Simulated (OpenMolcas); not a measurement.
# Ni³⁺ in KMgF3: CASSCF levels and susceptibility

Aim: the ligand-field states of Ni³⁺ in this surrounding, its lowest levels with spin-orbit coupling and its magnetic susceptibility.

Method: state-averaged CASSCF, spin-orbit coupling by RASSI with atomic mean-field integrals. Code: OpenMolcas 26.06.

1 further run of the same task is left out (set aside as unsound or not needed).

**1. The atom as given**

- Species: Ni³⁺ (nickel, Z = 28, 25 electrons)
- Basis: ANO-RCC-VTZP [6s5p3d2f1g], 167 functions with the ligands
- Scalar Hamiltonian: DKH2, point nucleus
- Inactive shells: 1s 2s 2p 3s 3p of the metal, and all ligand shells
- Active space: 7 electrons in 5 orbitals (3d)
- Some configurations of this space: 3d⁷
- Orbitals: optimised for each spin and parity, averaged over all roots

The outer shells:

3d7
```
3d [↑↓][↑↓][↑ ][↑ ][↑ ]
```

Ni³⁺ is taken with its 6 nearest fluoride ions at 1.937 Å, on the cation site of KMgF3 (a = 3.973 Å). The rest of the host is ab initio model potentials to 7.6 Å, with orthogonalisation functions on the cations behind the ligands, and point charges beyond; the distance is set by hand, nothing relaxes, and no local charge compensation is placed. Ligand basis ANO-RCC-VDZP.

```xyz
15

Ni    0.0000    0.0000    0.0000
F     1.9370    0.0000    0.0000
F     0.0000    1.9370    0.0000
F    -1.9370    0.0000    0.0000
F     0.0000   -1.9370    0.0000
F     0.0000    0.0000    1.9370
F     0.0000    0.0000   -1.9370
K     1.9865   -1.9865   -1.9865
K    -1.9865    1.9865    1.9865
K     1.9865   -1.9865    1.9865
K    -1.9865    1.9865   -1.9865
K     1.9865    1.9865   -1.9865
K    -1.9865   -1.9865    1.9865
K     1.9865    1.9865    1.9865
K    -1.9865   -1.9865   -1.9865
```

The work runs as a chain of OpenMolcas steps in one folder; each step below is one input file. Labels, J, g values, rates, χT and fits are worked out afterwards by a script from the matrices that RASSI stores.

**2. One- and two-electron integrals**

File a.inp:

```
&GATEWAY
Basis set
Ni.ANO-RCC-VTZP.
Ni1 0.0 0.0 0.0 Angstrom
End of basis
Basis set
F.ANO-RCC-VDZP.
L1 1.937000 0.000000 0.000000 Angstrom
L2 0.000000 1.937000 0.000000 Angstrom
L3 0.000000 0.000000 1.937000 Angstrom
End of basis
Basis set
Mg.EMB-AIMP.Lopez-Moraza.7s4p.1s1p.ECP.KMgF3.
PseudoCharge
* 3 symmetry-unique lattice sites within 7.6 angstrom
End of basis
Basis set
K.EMB-AIMP.Lopez-Moraza.0s.0s.ECP.KMgF3.
PseudoCharge
* 16 symmetry-unique lattice sites within 7.6 angstrom
End of basis
Basis set
Mg.EMB-AIMP.Lopez-Moraza.0s.0s.ECP.KMgF3.
PseudoCharge
* 10 symmetry-unique lattice sites within 7.6 angstrom
End of basis
Basis set
F.EMB-AIMP.Lopez-Moraza.0s.0s.ECP.KMgF3.
PseudoCharge
* 39 symmetry-unique lattice sites within 7.6 angstrom
End of basis
Symmetry
XYZ
AngMom=0.0 0.0 0.0
AMFI
RICD
XField
1521 Angstrom 0
* Evjen-weighted lattice charges
&SEWARD
```

The run is started by

```
$ OMP_NUM_THREADS=1 MOLCAS_MEM=2457 MOLCAS_PROJECT=a pymolcas a.inp > a.log
```

**3. CASSCF: quartets, 10 roots**

File a.inp:

```
&RASSCF
FileOrb=start.orb
Symmetry=1
Spin=4
nActEl=7 0 0
Inactive=18 21
Ras2=5 0
CIRoot=10 10 1
SDav=10
CIMx=300
Iter=150 100
PrWF=0.3
OrbListing=Nothing
MaxOrb=0
LevShft=1.0
>>> COPY $Project.JobIph JOB001
```

start.orb holds start orbitals that the driver prepared beforehand, or those of the step before.

**4. CASSCF: doublets, 40 roots**

File a.inp:

```
&RASSCF
FileOrb=start.orb
Symmetry=1
Spin=2
nActEl=7 0 0
Inactive=18 21
Ras2=5 0
CIRoot=40 40 1
SDav=40
CIMx=300
Iter=150 100
PrWF=0.3
OrbListing=Nothing
MaxOrb=0
LevShft=1.0
>>> COPY $Project.JobIph JOB002
```

**5. State interaction with spin-orbit coupling**

File a.inp:

```
&RASSI
NrOfJobIphs=2 10 40
1 2 3 4 5 6 7 8 9 10
1 2 3 4 5 6 7 8 9 10 11 12 13 14 15 16 17 18 19 20 21 22 23 24 25 26 27
28 29 30 31 32 33 34 35 36 37 38 39 40
IphNames
JOB001
JOB002
EJob
SpinOrbit
DIPRint=1.0
SOCoupling=1000.0
Subsets=2
Property=9
'ANGMOM' 1 'ANGMOM' 2 'ANGMOM' 3 'MLTPL  1' 1 'MLTPL  1' 2 'MLTPL  1' 3
'AMFI' 1 'AMFI' 2 'AMFI' 3
SOProperty=3
'ANGMOM' 1 'ANGMOM' 2 'ANGMOM' 3
```

What does the calculation give? Wanted: spin-free ground state; first state of the same spin within the active space; lowest level; next level.

The runs gave:

| quantity | value |
| --- | --- |
| method | CASSCF |
| spin-free ground state | 4T1, 3-fold in its orbital part |
| first state of the same spin within the active space | 4T2 at 8200 cm⁻¹ |
| lowest level | 2-fold Γ6, g = 4.42, 4.42, 4.42 |
| next level | 471.7 cm⁻¹ |
| χT at 300 K | 3.41 cm³ K/mol |
| effective moment at 300 K | 5.22 μB |

**Reading.** The spin-free ground state (4T1) is 3-fold and keeps the highest spin of the shell. χT at 300 K is 3.41, against 1.88 cm³ K/mol for the spin alone, so orbital moment adds to it. An active space of the d shell alone favours high spin; real ions in strong fields can be low spin. A ligand-field fit to the states below 45000 cm-1 gives 10Dq = 9972 cm-1, B = 1303 cm-1 and C = 4900 cm-1 (C/B = 3.76), with a deviation of 302 cm-1. With metal d orbitals alone active, the gaps between spin states are rough; where two lie within a few thousand cm-1, their order is open.
